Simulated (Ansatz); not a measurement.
# Cl2FSTa: a ladder of functionals and wavefunction methods

One table from this session's results is given with a row withheld; the runs are named, their logs left out.

Program: Ansatz 0.2.0, Gaussian basis. Level of theory: functionals in def2-TZVPP, the program's frozen cores in correlated methods. These are calculated values, not measurements.

Plan: LDA (SPW92), PBE-D4, revPBE-D4, BLYP-D4, r2SCAN-D4, B97M-V, PBE0-D4, B3LYP-D4, r2SCANh-D4, r2SCAN0-D4, HSE06-D4, BHLYP-D4, CAM-B3LYP-D4, LC-ωPBE, ωB97X-V, ωB97M-V, B2PLYP, PBE-QIDH; CCSD(T)/def2-SVP; CCSD(T)/def2-TZVPP; MP2/def2-QZVPP; extrapolation to the limit; RPA on PBE.

## The geometry

The geometry comes from an earlier relaxation with PBE0-D4 in a triple-zeta def2 set; it is a stationary point. Ta takes the def2 core potential; no spin-orbit term is included.

5 atoms, charge 0, spin multiplicity 1.

Atoms are counted from 1 here; the program's logs count them from 0.

Bond lengths: F1–Ta2 1.854 Å, Ta2–S3 2.141 Å, Ta2–Cl4 2.273 Å, Ta2–Cl5 2.273 Å. Angles: F1–Ta2–S3 108.2°, F1–Ta2–Cl4 110.3°, F1–Ta2–Cl5 110.3°, S3–Ta2–Cl4 108.6°, S3–Ta2–Cl5 108.6°, Cl4–Ta2–Cl5 110.8°.

Set-up of the first run:

The input, in.yaml:

```yaml
crystal:
  periodic: [false, false, false]
  atoms:
    - {symbol: F, position_ang: [0.303062, -0.210809, 1.891802]}
    - {symbol: Ta, position_ang: [0.023128, -0.023771, 0.069097]}
    - {symbol: S, position_ang: [1.436921, -1.263224, -0.954858]}
    - {symbol: Cl, position_ang: [-2.072802, -0.709132, -0.482755]}
    - {symbol: Cl, position_ang: [0.359692, 2.133136, -0.564687]}
basis:
  gaussian: {orbitals: def2-TZVPP}
hamiltonian: {xc: lda}
output: {orbitals: {seedname: orbitals}}
```

The run is started by

```
> ansatz run in.yaml --threads 4 --pin off --events-out ev --progress --plain --max-ram 10444MiB
```

Steps of the session up to this table: LDA; PBE-D4 (GGA); revPBE-D4 (GGA); BLYP-D4 (GGA); r2SCAN-D4 (meta-GGA); B97M-V (meta-GGA); PBE0-D4 (hybrid); B3LYP-D4 (hybrid); r2SCANh-D4 (hybrid); r2SCAN0-D4 (hybrid); HSE06-D4 (hybrid); BHLYP-D4 (hybrid); CAM-B3LYP-D4 (range-separated); LC-ωPBE (range-separated); ωB97X-V (range-separated); ωB97M-V (range-separated); B2PLYP (double hybrid); PBE-QIDH (double hybrid).

One of the session's tables, all rows but one given; the rest of the session is left out.

It belongs to the step «Orbital energies across the functionals». 

```
  functional  HOMO (eV)  LUMO (eV)  gap (eV)
 LDA (SPW92)      -7.29      -3.71      3.59
      PBE-D4      -7.12      -3.47      3.65
   revPBE-D4          ?          ?         ?
     BLYP-D4      -6.92      -3.32      3.60
   r2SCAN-D4      -7.43      -3.41      4.02
      B97M-V      -7.43      -3.33      4.10
     PBE0-D4      -8.30      -2.75      5.55
    B3LYP-D4      -8.03      -2.92      5.12
  r2SCANh-D4      -7.86      -3.13      4.73
  r2SCAN0-D4      -8.50      -2.69      5.81
    HSE06-D4      -7.91      -3.12      4.78
    BHLYP-D4      -9.28      -1.82      7.46
CAM-B3LYP-D4      -9.52      -1.66      7.85
     LC-ωPBE     -10.85      -0.60     10.25
     ωB97X-V     -10.51      -0.65      9.86
     ωB97M-V     -10.34      -0.66      9.68
```

**Question.** Estimate the row for revPBE-D4.

As computed: HOMO (eV): -7.06; LUMO (eV): -3.39; gap (eV): 3.67. In the column «HOMO (eV)» it lies between PBE-D4 (-7.12) and BLYP-D4 (-6.92).
